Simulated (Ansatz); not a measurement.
Write a Python script for Ansatz's Python interface that makes Fermi-surface readings of PtRh3, space group Pm-3m. Level of theory: LDA, PAW, the default cutoff (420 eV here), 6×6×6 k-points, Fermi-Dirac smearing of 0.1 eV.

```
CELL_PARAMETERS angstrom
3.84048 0.00000 0.00000
0.00000 3.84048 0.00000
0.00000 0.00000 3.84048
ATOMIC_POSITIONS crystal
Rh 0.50000 0.00000 0.00000
Rh 0.00000 0.50000 0.00000
Rh 0.00000 0.00000 0.50000
Pt 0.50000 0.50000 0.50000
```

`run_fermi.py`:
```python
'''Fermi surface readings for PtRh3.'''

import logging
import sys
import warnings

import ansatz as az

logging.basicConfig(stream=sys.stdout, format='%(levelname)s %(message)s')
log = logging.getLogger('ptrh3')
log.setLevel(logging.INFO)

warnings.simplefilter('ignore', az.DeckWarning)

lattice = az.Lattice.of(
    (3.84048, 0.0, 0.0),
    (0.0, 3.84048, 0.0),
    (0.0, 0.0, 3.84048),
)
sites = [
    ('Rh', (0.5, 0.0, 0.0)),
    ('Rh', (0.0, 0.5, 0.0)),
    ('Rh', (0.0, 0.0, 0.5)),
    ('Pt', (0.5, 0.5, 0.5)),
]
crystal = az.Crystal(lattice=lattice)
for symbol, position in sites:
    crystal = crystal.atom(symbol, position)

calculation = (
    crystal.calculation()
    .kpoints(density=3.4)
    .occupations(az.OccupationsMethod.FERMI_DIRAC, width=100 * az.meV)  # smearing steadies the SCF of a metal
    .functional('lda')
    .eigenstates(nscf_kmesh=(8, 8, 8), level_slopes=True)
)
surface = calculation.run(threads=1).fermi_surface().to_plain()
for way, reading in surface.items():
    if reading:
        rho_lambda = [f'{v:.3e}' for v in reading['resistivity_times_mean_free_path_ohm_m2']]
        log.info(f'{way:24s} area {reading["spin_summed_area_per_ang2"]:8.3f} 1/A^2  rho*lambda (ohm m^2) {rho_lambda}')
```

Running `python run_fermi.py` prints:
```text
INFO by_tetrahedra            area   77.142 1/A^2  rho*lambda (ohm m^2) ['3.963e-16', '3.963e-16', '3.963e-16']
INFO by_slopes                area   77.455 1/A^2  rho*lambda (ohm m^2) ['3.947e-16', '3.947e-16', '3.947e-16']
INFO on_every_second_point    area   56.502 1/A^2  rho*lambda (ohm m^2) ['5.411e-16', '5.411e-16', '5.411e-16']
```

What to keep in mind:
- The run is spin-unpolarised.
- For a metal this k-point mesh is coarse: on a finer one energies can move by several to tens of meV an atom and pressures by half a GPa or more, differences at one mesh by less.
- Spin-orbit coupling, which matters for elements this heavy, is left out.
- The structure comes from a database of computed cells and needn't be a stable or known phase.
- The three readings differ by the mesh error.
- Timing: 6.4 s on 1 thread of Arm Neoverse V2, on a shared host, peak memory 0.35 GiB.
